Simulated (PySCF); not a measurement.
# H7NOSi2: the cost of one run

Computed with PySCF 2.14.0, with density-fitted response routines of our own, on a single molecule in the gas phase. Atoms count from 0, in the outputs and in this text.

## (1) The molecule as given

11 atoms, charge 0, multiplicity 1; geometry from: PBE0-D3(BJ)/def2-SVP.

Bonds of the start (Å): O0–Si1 1.67, Si1–N2 1.74, N2–Si3 1.74, O0–H4 0.96, Si1–H5 1.49, Si1–H6 1.49, N2–H7 1.02, Si3–H8 1.49, Si3–H9 1.50, Si3–H10 1.50.

## (2) Shielding tensors: PBE0/6-31G*

Job settings and geometry (Å):

```
{"job": {"kind": "nmr", "xc": "PBE0", "basis": "6-31G*", "pop": true}, "charge": 0, "multiplicity": 1}
O     -2.509941     0.137560     0.387338
Si    -1.153496    -0.786896     0.107246
N      0.284146    -0.173980     0.861571
Si     1.680325     0.574157     0.137853
H     -2.485604     1.041169     0.058565
H     -0.834385    -0.863377    -1.349155
H     -1.518029    -2.110473     0.676125
H      0.304453    -0.246661     1.876827
H      1.433147     0.647423    -1.331759
H      2.933927    -0.202895     0.389996
H      1.904949     1.958286     0.663700
```

Method: GIAO PBE0/6-31G* NMR shielding, non-relativistic, gas phase.

On the command line:

```
$ OMP_NUM_THREADS=1 python probes_run.py task.json out
```

This one command runs all jobs of the session in turn.

**Question.** How long does this first job take on 1 thread of Arm Neoverse V2, shared host, and how much memory does it need?

About 4.6 s, with a peak of 0.44 GiB.
